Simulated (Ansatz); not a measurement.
# C₂H₈S₂Sn: up Jacob's ladder to CCSD(T)

How much do the methods differ for C₂H₈S₂Sn? The plan is to run it at one geometry with functionals of several rungs and with coupled cluster, and see how far each lands from CCSD(T) at the basis-set limit for the atomisation energy.

Method: functionals in def2-TZVPP, the program's frozen cores in correlated methods; program: Ansatz 0.2.0, Gaussian basis.

The runs, in order: PBE-D4, r2SCAN-D4, PBE0-D4, B3LYP-D4, ωB97X-V, ωB97M-V, B2PLYP; CCSD(T)/def2-TZVPP; MP2/def2-QZVPP; extrapolation to the limit.

### 1 Structure used throughout

An earlier PBE0-D4 in a triple-zeta def2 set relaxation fixed the geometry. Sn takes the def2 core potential; no spin-orbit term is included.

13 atoms, charge 0, spin multiplicity 1.

Atoms are counted from 1 here; the program's logs count them from 0.

Bond lengths: C1–Sn2 2.132 Å, C1–H6 1.090 Å, C1–H7 1.090 Å, C1–H8 1.090 Å, Sn2–C3 2.132 Å, Sn2–S4 2.412 Å, Sn2–S5 2.412 Å, C3–H9 1.090 Å, C3–H10 1.090 Å, C3–H11 1.090 Å, S4–H12 1.343 Å, S5–H13 1.343 Å. Angles: Sn2–C1–H6 109.8°, Sn2–C1–H7 109.5°, Sn2–C1–H8 109.4°, H6–C1–H7 109.5°, H6–C1–H8 109.3°, H7–C1–H8 109.3°, C1–Sn2–C3 115.6°, C1–Sn2–S4 111.4°, C1–Sn2–S5 105.0°, C3–Sn2–S4 105.0°, C3–Sn2–S5 111.4°, S4–Sn2–S5 108.4°, Sn2–C3–H9 109.4°, Sn2–C3–H10 109.5°, Sn2–C3–H11 109.8°, H9–C3–H10 109.3°, H9–C3–H11 109.3°, H10–C3–H11 109.5° and more.

### 2 PBE-D4 (GGA)

Contents of in.yaml:

```yaml
crystal:
  periodic: [false, false, false]
  atoms:
    - {symbol: C, position_ang: [-0.780844, -1.336811, -1.285031]}
    - {symbol: Sn, position_ang: [-0.147233, 0.074382, 0.182779]}
    - {symbol: C, position_ang: [1.846539, 0.798300, -0.036552]}
    - {symbol: S, position_ang: [-1.535401, 2.047048, 0.162148]}
    - {symbol: S, position_ang: [-0.447948, -1.044853, 2.298359]}
    - {symbol: H, position_ang: [-0.139543, -2.218049, -1.250404]}
    - {symbol: H, position_ang: [-0.723191, -0.882502, -2.274053]}
    - {symbol: H, position_ang: [-1.810204, -1.631403, -1.083404]}
    - {symbol: H, position_ang: [2.067053, 1.500979, 0.766371]}
    - {symbol: H, position_ang: [2.543983, -0.037719, 0.014242]}
    - {symbol: H, position_ang: [1.952055, 1.303323, -0.997247]}
    - {symbol: H, position_ang: [-2.645668, 1.366317, 0.490783]}
    - {symbol: H, position_ang: [-0.179587, 0.061008, 3.012000]}
basis:
  gaussian: {orbitals: def2-TZVPP}
hamiltonian: {xc: pbe, dispersion: d4}
output: {forces: true, orbitals: {seedname: orbitals}}
```

The run is started by

```console
$ ansatz run in.yaml --threads 2 --pin off --events-out ev --progress --plain --max-ram 22528MiB --backend cuda --devices 0, --max-vram 18GiB
```

The runs that follow: r2SCAN-D4 (meta-GGA); PBE0-D4 (hybrid); B3LYP-D4 (hybrid); ωB97X-V (range-separated); ωB97M-V (range-separated); B2PLYP (double hybrid); CCSD(T) in def2-TZVPP; MP2 in def2-QZVPP.

Q: Predict the results of all the runs planned. Wanted: atomisation energy, CCSD(T)/CBS; farthest; mean size of error, hybrid; mean size of error, range-separated; gap, smallest and largest; T1 diagnostic; triples share of the correlation energy.

The runs gave:

| quantity | value |
| --- | --- |
| atomisation energy, CCSD(T)/CBS | 45.189 eV |
| functionals within 0.452 eV (1.0 %) | PBE-D4, r2SCAN-D4, PBE0-D4, ωB97X-V, ωB97M-V |
| farthest | B2PLYP (-1.009 eV) |
| mean size of error, hybrid | 0.367 eV |
| mean size of error, range-separated | 0.083 eV |
| gap, smallest and largest | 4.46 eV (PBE-D4), 10.98 eV (ωB97X-V) |
| T1 diagnostic | 0.0110 |
| triples share of the correlation energy | 3.9 % |

What this shows: PBE-D4 misses by +0.208 eV. Double hybrids carry the basis error of their MP2 part in triple zeta, and no dispersion term here, so their miss is partly the set-up's. Misses under about 0.452 eV are within the doubt on the reference itself, which lacks core-valence correlation, spin-orbit coupling and higher excitations, and its outer-core shells are covered unevenly. All levels share the lack of spin-orbit coupling, which lowers the free heavy atoms and so the true binding. Hartree-Fock recovers 72 % of the binding; the rest is correlation. The gap grows from 4.5 to 11.0 eV across the functionals, mostly with the share of exact exchange. Correlated methods include outer-core shells of Sn, which these sets cover unevenly.
